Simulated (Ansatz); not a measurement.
**Alloy of Mg2Si and Mg2Sn (4 of 32 Si sites exchanged), 96 atoms**

Wanted: the relaxed alloy cell and its gap (PBEsol).

Method: density functional theory in Ansatz 0.2.0, PAW datasets, plane waves.

## 1. Starting point

96 atoms (64 Mg, 28 Si, 4 Sn); a = 12.750 Å, b = 12.750 Å, c = 12.750 Å, α = 90.00°, β = 90.00°, γ = 90.00°. All atoms were shaken off their sites by about 0.02 Å along each axis; atoms next to an added one may be pushed further to make room.

Steps to follow: (2) PBEsol cell relaxation at the single k point (¼, ¼, ¼), on 1 × NVIDIA H100 80GB HBM3 with 4 threads of AMD EPYC 7R13.

## 2. Relaxing cell and atoms with PBEsol

Contents of in.yaml:

```yaml
crystal:
  lattice:
    - [12.750102, 0.000000, 0.000000]
    - [0.000000, 12.750102, 0.000000]
    - [0.000000, 0.000000, 12.750102]
  atoms:
    - { symbol: Mg, position: [0.375794, 0.124589, 0.125048] }
    - { symbol: Mg, position: [0.374613, 0.123781, 0.625732] }
    - { symbol: Mg, position: [0.374317, 0.625963, 0.125378] }
    - { symbol: Mg, position: [0.375330, 0.623886, 0.626176] }
    - { symbol: Mg, position: [0.872532, 0.124176, 0.125888] }
    - { symbol: Mg, position: [0.872957, 0.123152, 0.625187] }
    - { symbol: Mg, position: [0.878093, 0.623343, 0.126872] }
    - { symbol: Mg, position: [0.875334, 0.625932, 0.625096] }
    - { symbol: Mg, position: [0.125315, 0.373598, 0.126794] }
    - { symbol: Mg, position: [0.126209, 0.376155, 0.627378] }
    - { symbol: Mg, position: [0.126889, 0.873283, 0.124804] }
    - { symbol: Mg, position: [0.126503, 0.873995, 0.623768] }
    - { symbol: Mg, position: [0.622803, 0.373997, 0.123591] }
    - { symbol: Mg, position: [0.625334, 0.373104, 0.627301] }
    - { symbol: Mg, position: [0.623830, 0.875678, 0.124417] }
    - { symbol: Mg, position: [0.625138, 0.876594, 0.625788] }
    - { symbol: Mg, position: [0.124606, 0.124356, 0.372171] }
    - { symbol: Mg, position: [0.123579, 0.125931, 0.873630] }
    - { symbol: Mg, position: [0.124760, 0.624186, 0.375130] }
    - { symbol: Mg, position: [0.125641, 0.624545, 0.878095] }
    - { symbol: Mg, position: [0.624258, 0.125184, 0.373573] }
    - { symbol: Mg, position: [0.622995, 0.123052, 0.876302] }
    - { symbol: Mg, position: [0.625977, 0.626201, 0.375074] }
    - { symbol: Mg, position: [0.627374, 0.624887, 0.874433] }
    - { symbol: Mg, position: [0.127429, 0.126567, 0.126489] }
    - { symbol: Mg, position: [0.127635, 0.124844, 0.622512] }
    - { symbol: Mg, position: [0.123840, 0.621705, 0.125058] }
    - { symbol: Mg, position: [0.124719, 0.625110, 0.623109] }
    - { symbol: Mg, position: [0.623807, 0.123880, 0.127192] }
    - { symbol: Mg, position: [0.623594, 0.123856, 0.623714] }
    - { symbol: Mg, position: [0.627189, 0.625097, 0.126223] }
    - { symbol: Mg, position: [0.628235, 0.623650, 0.627818] }
    - { symbol: Mg, position: [0.375348, 0.375963, 0.374958] }
    - { symbol: Mg, position: [0.376737, 0.373744, 0.873949] }
    - { symbol: Mg, position: [0.377210, 0.871544, 0.376185] }
    - { symbol: Mg, position: [0.375410, 0.875576, 0.874939] }
    - { symbol: Mg, position: [0.875735, 0.374388, 0.373985] }
    - { symbol: Mg, position: [0.875645, 0.373993, 0.878069] }
    - { symbol: Mg, position: [0.875126, 0.872867, 0.374731] }
    - { symbol: Mg, position: [0.874426, 0.875625, 0.877262] }
    - { symbol: Mg, position: [0.375753, 0.375002, 0.125212] }
    - { symbol: Mg, position: [0.374369, 0.376814, 0.625593] }
    - { symbol: Mg, position: [0.375956, 0.875859, 0.124860] }
    - { symbol: Mg, position: [0.374698, 0.877780, 0.625182] }
    - { symbol: Mg, position: [0.876433, 0.372581, 0.123233] }
    - { symbol: Mg, position: [0.878059, 0.376105, 0.626762] }
    - { symbol: Mg, position: [0.874269, 0.873781, 0.126069] }
    - { symbol: Mg, position: [0.875254, 0.874171, 0.627266] }
    - { symbol: Mg, position: [0.375199, 0.127616, 0.373407] }
    - { symbol: Mg, position: [0.375475, 0.124601, 0.875130] }
    - { symbol: Mg, position: [0.376307, 0.628200, 0.376440] }
    - { symbol: Mg, position: [0.376134, 0.623176, 0.875934] }
    - { symbol: Mg, position: [0.875394, 0.124166, 0.376156] }
    - { symbol: Mg, position: [0.873933, 0.124089, 0.874797] }
    - { symbol: Mg, position: [0.873614, 0.625284, 0.374829] }
    - { symbol: Mg, position: [0.874466, 0.627081, 0.876020] }
    - { symbol: Mg, position: [0.120765, 0.375972, 0.374709] }
    - { symbol: Mg, position: [0.121719, 0.378917, 0.873648] }
    - { symbol: Mg, position: [0.124100, 0.872887, 0.377792] }
    - { symbol: Mg, position: [0.124676, 0.873947, 0.873643] }
    - { symbol: Mg, position: [0.623645, 0.376126, 0.376300] }
    - { symbol: Mg, position: [0.626283, 0.375660, 0.877968] }
    - { symbol: Mg, position: [0.628750, 0.875939, 0.372840] }
    - { symbol: Mg, position: [0.624143, 0.878095, 0.872765] }
    - { symbol: Si, position: [0.998412, 0.000521, 0.999558] }
    - { symbol: Si, position: [0.999521, 0.499802, 0.999836] }
    - { symbol: Si, position: [0.000881, 0.499955, 0.502169] }
    - { symbol: Si, position: [0.499926, 0.996506, 0.001137] }
    - { symbol: Si, position: [0.501041, 0.002359, 0.498724] }
    - { symbol: Si, position: [0.500072, 0.498953, 0.000076] }
    - { symbol: Si, position: [0.501437, 0.501884, 0.498776] }
    - { symbol: Si, position: [0.252752, 0.249858, 0.001816] }
    - { symbol: Si, position: [0.250086, 0.749548, 0.000004] }
    - { symbol: Si, position: [0.752477, 0.251235, 0.001340] }
    - { symbol: Si, position: [0.754299, 0.751792, 0.999195] }
    - { symbol: Si, position: [0.748736, 0.750160, 0.502564] }
    - { symbol: Si, position: [0.252084, 0.000524, 0.249869] }
    - { symbol: Si, position: [0.247856, 0.996525, 0.748268] }
    - { symbol: Si, position: [0.249136, 0.499718, 0.245895] }
    - { symbol: Si, position: [0.250279, 0.498281, 0.747685] }
    - { symbol: Si, position: [0.746417, 0.998791, 0.248961] }
    - { symbol: Si, position: [0.748152, 0.999545, 0.749869] }
    - { symbol: Si, position: [0.750277, 0.498374, 0.252311] }
    - { symbol: Si, position: [0.750212, 0.501250, 0.751264] }
    - { symbol: Si, position: [0.998835, 0.248288, 0.248121] }
    - { symbol: Si, position: [0.999435, 0.249277, 0.752496] }
    - { symbol: Si, position: [0.000686, 0.750611, 0.254148] }
    - { symbol: Si, position: [0.001247, 0.751799, 0.750658] }
    - { symbol: Si, position: [0.501724, 0.252926, 0.251940] }
    - { symbol: Si, position: [0.499258, 0.250951, 0.748845] }
    - { symbol: Si, position: [0.498785, 0.751407, 0.250970] }
    - { symbol: Si, position: [0.500298, 0.750823, 0.747928] }
    - { symbol: Sn, position: [0.000471, 0.997300, 0.500335] }
    - { symbol: Sn, position: [0.249269, 0.249806, 0.501295] }
    - { symbol: Sn, position: [0.250803, 0.750219, 0.498757] }
    - { symbol: Sn, position: [0.748331, 0.250327, 0.499799] }
  symmetry: { detect: false }
kpoints:
  mp_grid: { grid: [1, 1, 1], shift: [0.25, 0.25, 0.25] }
hamiltonian:
  xc: pbesol
scf:
  occupations: { method: fermi_dirac, width: 0.01 }
relax:
  f_tol: 0.03
  max_steps: 80
  escape_saddle: false
  adjacent_minimum: "off"
  cell: { fix: [shape] }
output:
  forces: true
  eigenvalues: true
  populations: true
```

Launch:

```bash
ansatz run in.yaml --threads 4 --pin off --max-ram 42750MiB --runs-dir r --events-out ev --progress --plain --backend cuda --devices 0, --max-vram 37GiB
```

What does the calculation give? Wanted: for each run, top filled to lowest empty.

**Answer**, as computed:

```
             level        time  top filled to lowest empty (eV)
PBEsol, relaxation  10 s (GPU)                             0.44
```

| quantity | value |
| --- | --- |
| relaxation | 4 recorded steps, 1.01 eV gained |
| largest shift | 0.16 Å (Mg26) |
| relaxed cell | a = 12.756 Å, b = 12.756 Å, c = 12.756 Å, α = 90.00°, β = 90.00°, γ = 90.00° |
| mean bonds | Mg–Mg 3.186, Mg–Si 2.751, Mg–Sn 2.841 Å |

Relaxation gains 1.01 eV, with shifts up to 0.16 Å (Mg26), while the volume changes by +0.1 %. Part of this undoes the random shake of the start. The mean lengths of the listed bonds run from Mg–Si 2.75 Å to Mg–Mg 3.19 Å. Spin–orbit coupling is left out, which matters for the band edges of the heavier elements here. With one k point the spacing samples only the states that fold onto it, so it can exceed the gap over the zone.
